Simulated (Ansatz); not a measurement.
# HBr: functionals against CCSD(T) at one geometry

A test off equilibrium: a structure displaced at random from a GFN2-xTB minimum is computed at several levels, and each is set against CCSD(T).

Program: Ansatz 0.2.0, Gaussian basis. Level of theory: single points in def2-TZVPP. These are calculated values, not measurements.

Correlated methods freeze the cores. Filled d shells of the heavier atoms are correlated.

### 1 The starting structure

SMILES `Br`, 2 atoms, charge 0, spin multiplicity 1.

Atoms are counted from 1 here; the program's logs count them from 0.

Bond lengths: Br1–H2 1.389 Å.

As a file:

```xyz
2
BrH
Br   -0.5994    0.1913   -0.3104
H     0.5973   -0.1901    0.2833
```

### 2 CCSD(T)/def2-TZVPP

The input, run/in.yaml:

```yaml
crystal:
  periodic: [false, false, false]
  atoms:
    - {symbol: Br, position_ang: [-0.599400, 0.191300, -0.310400]}
    - {symbol: H, position_ang: [0.597300, -0.190100, 0.283300]}
basis:
  gaussian: {orbitals: def2-TZVPP}
correlation: {method: ccsd_t}
output: {forces: true}
```

The command line of these runs was not kept.

### 3 PBE0-D4/def2-TZVPP

run/in.yaml, as its differences from that of step 2:

```diff
@@ -7,3 +7,3 @@
   gaussian: {orbitals: def2-TZVPP}
-correlation: {method: ccsd_t}
-output: {forces: true}
+hamiltonian: {xc: pbe0, dispersion: d4}
+output: {forces: true, orbitals: {seedname: orbitals}}
```

### 4 wB97M-V/def2-TZVPP

run/in.yaml, as its differences from that of step 3:

```diff
@@ -7,3 +7,3 @@
   gaussian: {orbitals: def2-TZVPP}
-hamiltonian: {xc: pbe0, dispersion: d4}
-output: {forces: true, orbitals: {seedname: orbitals}}
+hamiltonian: {xc: {name: wB97M-V}}
+output: {forces: true}
```

### 5 r2SCAN-D4/def2-TZVPP

run/in.yaml, as its differences from that of step 4:

```diff
@@ -7,3 +7,3 @@
   gaussian: {orbitals: def2-TZVPP}
-hamiltonian: {xc: {name: wB97M-V}}
+hamiltonian: {xc: r2scan, dispersion: d4}
 output: {forces: true}
```

### 6 PBE-D4/def2-TZVPP

run/in.yaml, as its differences from that of step 5:

```diff
@@ -7,3 +7,3 @@
   gaussian: {orbitals: def2-TZVPP}
-hamiltonian: {xc: r2scan, dispersion: d4}
+hamiltonian: {xc: pbe, dispersion: d4}
 output: {forces: true}
```

### 7 LC-wPBE/def2-TZVPP

run/in.yaml, as its differences from that of step 6:

```diff
@@ -7,3 +7,3 @@
   gaussian: {orbitals: def2-TZVPP}
-hamiltonian: {xc: pbe, dispersion: d4}
+hamiltonian: {xc: {name: LC-wPBE}}
 output: {forces: true}
```

### 8 wB97X-V/def2-TZVPP

run/in.yaml, as its differences from that of step 7:

```diff
@@ -7,3 +7,3 @@
   gaussian: {orbitals: def2-TZVPP}
-hamiltonian: {xc: {name: LC-wPBE}}
+hamiltonian: {xc: {name: wB97X-V}}
 output: {forces: true}
```

(Steps that only read results are left out.)

Q: Predict the outcome of this session. Wanted: energy less free atoms, CCSD(T)/def2-TZVPP; RMS force component; RMS force error; HOMO and LUMO, PBE0-D4; T1 diagnostic.

The runs gave:

| quantity | value |
| --- | --- |
| energy less free atoms, CCSD(T)/def2-TZVPP | -3.994 eV |
| RMS force component | 0.399 to 0.671 eV/Å over the methods |
| RMS force error | PBE0-D4 0.083, wB97M-V 0.037, r2SCAN-D4 0.077, PBE-D4 0.251, LC-wPBE 0.021, wB97X-V 0.035 eV/Å |
| HOMO and LUMO, PBE0-D4 | -8.77 and 0.05 eV |
| T1 diagnostic | 0.005 |

In words: Against CCSD(T) the functionals' energies less atoms differ by -0.046 to +0.122 eV, PBE-D4 by -0.023 eV. CCSD(T) in triple zeta still lacks some correlation energy of the bonds, so part of these gaps is its own basis error and they don't rank the functionals. The forces of LC-wPBE come nearest to CCSD(T), those of PBE-D4 are farthest. Frozen-core CCSD(T) forces in triple zeta carry basis errors of their own, and this is one geometry, so small gaps rank nothing.
